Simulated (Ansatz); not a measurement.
# Fe: the cost of one run

Program: Ansatz 0.2.0. Level of theory: DFT r2SCAN, scalar-relativistic, plane waves, PAW. These are calculated values, not measurements.

2 further runs of the same task are left out: 2 set aside as unsound or not needed. Runs told in other sessions of the task aren't counted.

## Step 1: The starting structure

The structure is cubic, space group Pm-3m (No. 221). Conventional cell: a = 3.088 Å, b = 3.088 Å, c = 3.088 Å, α = 90.00°, β = 90.00°, γ = 90.00°. Around Sb (site symmetry m-3m) lie 6 Sb at 3.09 Å.

Structure file:

```
Sb
1.0
     3.08753    0.00000    0.00000
     0.00000    3.08753    0.00000
     0.00000    0.00000    3.08753
Sb
1
Direct
  0.00000 0.00000 0.00000
```

This cell was relaxed beforehand with the same method: volume 29.43 Å³/atom, gap on the mesh none (metal).

## Step 2: Swap Sb → Fe

The start of Fe: fractional positions of relaxed Sb, cell scaled by 0.966, a guess from tabulated radii. Atoms that may carry a moment start with parallel spins.

## Step 3: A first look at the start (Fe)

Input file input.yaml:

```yaml
crystal:
  lattice:
    - [2.9816465685, 0.0, 0.0]
    - [0.0, 2.9816465685, 0.0]
    - [0.0, 0.0, 2.9816465685]
  atoms:
    - { symbol: Fe, position: [0.0, 0.0, 0.0], spin: 4.0 }
basis:
  ecutwfc: 500
kpoints:
  mp_grid: { grid: [6, 6, 6] }
hamiltonian:
  xc: r2scan
scf:
  occupations: { method: gaussian, width: 0.1 }
  lower_state_search: "off"
output:
  forces: true
  stress: true
  eigenvalues: true
  populations: true
magnetization:
  spin_polarized: true
```

Run with:

```sh
ansatz run input.yaml --threads 1 --pin off --max-ram 2560MiB --backend cpu --events-out ev --progress --plain --runs-dir out
```

Q: Estimate wall time and peak memory on 1 thread of AMD EPYC 9R45 (Zen 5), shared host.

About 2.2 s, with a peak of 0.39 GiB.
